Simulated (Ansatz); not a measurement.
Write a Python script for the Ansatz DFT code, driven from Python that makes a convergence test of the plane-wave cutoff of HfB₂, space group P6/mmm. Settings (first run): PBE, PAW, cutoff 250 eV, 11×11×9 k-points, Fermi-Dirac smearing of 0.05 eV. The script varies cutoff (eV): 250, 300, 350, 400.

Contents of `POSCAR`:
```text
HfB2
1.0
   3.14000000    0.00000000    0.00000000
  -1.57000000    2.71931977    0.00000000
   0.00000000    0.00000000    3.48000000
Hf B
1 2
Direct
   0.00000000    0.00000000    0.00000000
   0.33333333    0.66666667    0.50000000
   0.66666667    0.33333333    0.50000000
```

`run_ecut.py`
```python
'''Convergence of HfB2 with the plane-wave cutoff.'''

import ansatz as az
from ase.io import read
from tabulate import tabulate


def main() -> None:
    atoms = read('POSCAR', format='vasp')
    crystal = az.Crystal.from_ase(atoms)

    calculation = crystal.calculation()
    calculation = calculation.occupations('Fermi-Dirac', width=0.05)
    calculation = calculation.functional(az.Functional.PBE)
    calculation = calculation.kpoints(density=4.5)

    rows = []
    for value in [250, 300, 350, 400]:
        r = calculation.basis(value).run().report
        rows.append((value, r['free_energy_ev'] / len(r['lattice']['sites']), r['n_iterations'], r['n_pw']))

    print(tabulate(rows, headers=['cutoff (eV)', 'F/atom (eV)', 'iterations', 'plane waves'], floatfmt='.4f', tablefmt='github'))

    # differences from the last row
    for row in rows[:-1]:
        shift = 1000 * (row[1] - rows[-1][1])
        print(f'{row[0]}: {shift:+.2f} meV/atom' + ('  (within 1 meV)' if abs(shift) < 1 else ''))


if __name__ == '__main__':
    main()
```

```console
$ python run_ecut.py
DeckWarning: basis.ecutwfc = 250 eV is below the records' recommended 420 eV, and the density's cutoff is lower with it unless basis.ecutrho_ratio is high enough to keep the records' density cutoff: compare with a run at a higher cutoff
DeckWarning: basis.ecutwfc = 300 eV is below the records' recommended 420 eV, and the density's cutoff is lower with it unless basis.ecutrho_ratio is high enough to keep the records' density cutoff: compare with a run at a higher cutoff
DeckWarning: basis.ecutwfc = 350 eV is below the records' recommended 420 eV, and the density's cutoff is lower with it unless basis.ecutrho_ratio is high enough to keep the records' density cutoff: compare with a run at a higher cutoff
DeckWarning: basis.ecutwfc = 400 eV is below the records' recommended 420 eV, and the density's cutoff is lower with it unless basis.ecutrho_ratio is high enough to keep the records' density cutoff: compare with a run at a higher cutoff
|   cutoff (eV) |   F/atom (eV) |   iterations |   plane waves |
|---------------|---------------|--------------|---------------|
|           250 |    -5344.9828 |            7 |           243 |
|           300 |    -5345.3397 |            6 |           363 |
|           350 |    -5345.3966 |            6 |           443 |
|           400 |    -5345.4052 |            6 |           563 |
250: +422.38 meV/atom
300: +65.54 meV/atom
350: +8.63 meV/atom
```
(Warnings from the package without file and line.)

For a metal this k-point mesh is coarse: on a finer one energies can move by several to tens of meV an atom and pressures by half a GPa or more, differences at one mesh by less. Spin-orbit coupling, which matters for elements this heavy, is left out. The starting cell is as deposited in a crystallographic database; the results hold for this polymorph, which needn't be the stable one. Shifts are counted from the last row, which is itself no proven limit. Finished in 7.1 s on 1 thread of Arm Neoverse V1, with other jobs on the host, peak memory 0.44 GiB.
